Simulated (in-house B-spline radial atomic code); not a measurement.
# Sm⁴³⁺: ionisation energy by several methods

How far do functionals differ on the ionisation energy of Sm⁴³⁺? Each run solves Sm⁴³⁺ and then the next ion ([Ne] 3s2 3p6).

Method: scalar-relativistic (X2C), several functionals, spin-polarised; spherical all-electron atom at the radial basis limit. Code: in-house B-spline radial atomic code version 1.

### Step 1. Starting point

- element: samarium (Z = 62)
- charge: +43
- electrons: 19
- configuration: [Ar] 3d1
- nucleus: Fermi, rms radius 5.082 fm

Outer shells as boxes (Hund's rule):

[Ar] 3d1
```
[Ar] core
3d [↑ ][  ][  ][  ][  ]
```

Where spins are not typed, each open shell is filled with up spins first.

### Step 2. AM05, a GGA

Input settings:

```ini
Z = 62
electrons = 19.0
configuration = [Ar] 3d1
hamiltonian = x2c
method = am05
spin_polarised = True
nucleus = fermi
rms_radius = 5.0819
mass_number = 152
atomic_mass = 151.919738646
speed_of_light = 137.035999084
```

### Step 3. SCAN, a meta-GGA

Changes to the settings of step 2:

```diff
@@ -4,3 +4,3 @@
 hamiltonian = x2c
-method = am05
+method = scan,scan
 spin_polarised = True
```

### Step 4. RPBE, a GGA

Changes to the settings of step 3:

```diff
@@ -4,3 +4,3 @@
 hamiltonian = x2c
-method = scan,scan
+method = rpbe,pbe
 spin_polarised = True
```

### Step 5. PBEsol, a GGA

Changes to the settings of step 4:

```diff
@@ -4,3 +4,3 @@
 hamiltonian = x2c
-method = rpbe,pbe
+method = pbesol
 spin_polarised = True
```

### Step 6. BP86, a GGA

Changes to the settings of step 5:

```diff
@@ -4,3 +4,3 @@
 hamiltonian = x2c
-method = pbesol
+method = b88,p86
 spin_polarised = True
```

### Step 7. r2SCAN, a meta-GGA

Changes to the settings of step 6:

```diff
@@ -4,3 +4,3 @@
 hamiltonian = x2c
-method = b88,p86
+method = r2scan
 spin_polarised = True
```

Q: The tabulated ionisation energy is 3363 ± 4 eV (tabulated theoretical; NIST Atomic Spectra Database). What does each method give, and which comes nearest?

The runs gave:

| method | rung | total energy (hartree) | ΔSCF (eV) | −ε highest (eV) | ΔSCF less tabulated (eV) |
| --- | --- | --- | --- | --- | --- |
| AM05 | GGA | -8834.6175 | 3344.66 | 3289.96 (3d up) | -18.34 |
| RPBE | GGA | -8842.3627 | 3344.67 | 3290.07 (3d up) | -18.33 |
| PBEsol | GGA | -8838.0817 | 3344.61 | 3289.91 (3d up) | -18.39 |
| BP86 | GGA | -8843.0548 | 3345.37 | 3290.62 (3d up) | -17.63 |
| SCAN | meta-GGA | -8842.3150 | 3342.45 | 3288.99 (3d up) | -20.55 |
| r2SCAN | meta-GGA | -8841.8720 | 3342.31 | 3288.76 (3d up) | -20.69 |

Tables give 3363 ± 4 eV (tabulated theoretical; NIST Atomic Spectra Database) for the ionisation energy. BP86 misses by -17.63 eV, the least, and r2SCAN by -20.69 eV (0.62 %), the most. All methods miss on the same side by much the same amount, which points to something that they share. Relativistic terms that these runs lack can be as large as the gaps between close methods, so the nearest may be so by luck. Spin-orbit coupling is left out. Open shells are averaged (over orientations, and over spins where the run is restricted), while tables refer to the lowest levels.

Members of this set that are not shown: 1 used exact exchange with fractional occupations of an open shell, which is unsound here.
